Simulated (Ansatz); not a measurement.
# TiAu: how the settings move a single-point run

Aim: see which settings change the result for TiAu, by how much, and at what cost.

Program: Ansatz 0.2.0. Level of theory: reference: DFT, r2SCAN, PAW with Ansatz's default frozen-core files, scalar-relativistic. These are calculated values, not measurements.

## (1) Starting point

It takes space group P-6m2 (No. 187, hexagonal). The conventional cell has a = 3.217 Å, b = 3.217 Å, c = 4.906 Å, α = 90.00°, β = 90.00°, γ = 120.00°. Ti (site symmetry -6m2) has 6 Au at 3.08 Å and 6 Ti at 3.22 Å as nearest neighbours. Au (site symmetry -6m2) is surrounded by 6 Ti at 3.08 Å and 6 Au at 3.22 Å.

Structure file:

```xyz
2
Lattice="3.2171 0.0000 0.0000 -1.6085 2.7861 0.0000 0.0000 0.0000 4.9057" Properties=species:S:1:pos:R:3 pbc="T T T"
Ti    0.0000    0.0000    0.0000
Au    0.0000    1.8574    2.4528
```

## (2) Reference

File input.yaml:

```yaml
crystal:
  lattice:
    - [3.2170836695, 0.0, 0.0]
    - [-1.6085418347, 2.7860761838, 0.0]
    - [0.0, 0.0, 4.9056671791]
  atoms:
    - { symbol: Ti, position: [0.0, 0.0, 0.0], spin: 1.0 }
    - { symbol: Au, position: [0.3333333333, 0.6666666667, 0.5] }
magnetization:
  spin_polarized: true
kpoints:
  mp_grid: { grid: [13, 13, 7] }
scf:
  occupations: { method: fermi_dirac, width: 0.05 }
  lower_state_search: "off"
hamiltonian:
  xc: r2scan
  pseudopotentials: { kind: paw }
output:
  forces: true
  stress: true
  eigenvalues: true
  populations: true
```

The run is started by

```sh
ansatz run input.yaml --threads 1 --pin off --max-ram 3072MiB --backend cpu --events-out ev --progress --plain --runs-dir out
```

## (3) Changing settings: scf.algorithm direct_min, accuracy low

input.yaml: that of step 2 with these lines changed.

```diff
@@ -15,2 +15,3 @@
   lower_state_search: "off"
+  algorithm: direct_min
 hamiltonian:
@@ -23 +24,6 @@
   populations: true
+  write_density: true
+  write_potential: true
+  elf: true
+  volumetric_format: npy
+accuracy: low
```

Before running it: what results should come out? Wanted: for each run, ending; energy change; pressure; abs. moment; force.

As calculated:

| run | ending | energy change | pressure (GPa) | abs. moment (μB) | force (eV/Å) | cycles | time |
| --- | --- | --- | --- | --- | --- | --- | --- |
| reference | converged | 0 | -17.9 | 1.33 | 0.00 | 21 | 85 s |
| 1: scf.algorithm direct_min, accuracy low | converged | 0.0 meV/atom | -17.9 | 1.33 | 0.00 | 16 | 1.9 min |

Times don't compare one to one where runs were asked for different outputs or read a saved state (see the inputs); cycles may leave out searches for a lower state.

Residual by cycle in the longest SCF loop of each run; runs are numbered as in the table. The quantity is the density residual dr2, in eV.

| cycle | reference | run 1 |
| --- | --- | --- |
| 1 | 392 | 392 |
| 3 | 6.62 | 7.84 |
| 5 | 0.693 | 0.626 |
| 6 | 0.105 | 0.174 |
| 8 | 9.3e-4 | 0.00829 |
| 10 | 0.00116 | 0.00561 |
| 12 | 3.4e-5 | 7.0e-5 |
| 14 | 2.7e-5 | 1.8e-6 |
| 16 | 7.7e-6 | 3.2e-9 |
| 17 | 1.6e-6 | - |
| 19 | 1.3e-7 | - |
| 21 | 9.4e-9 | - |

Changing the solver and accuracy level leaves the energy as it was (0.0 meV/atom). The structure is not at rest: the sound run finds -18 GPa, so these are no properties of the relaxed crystal. 
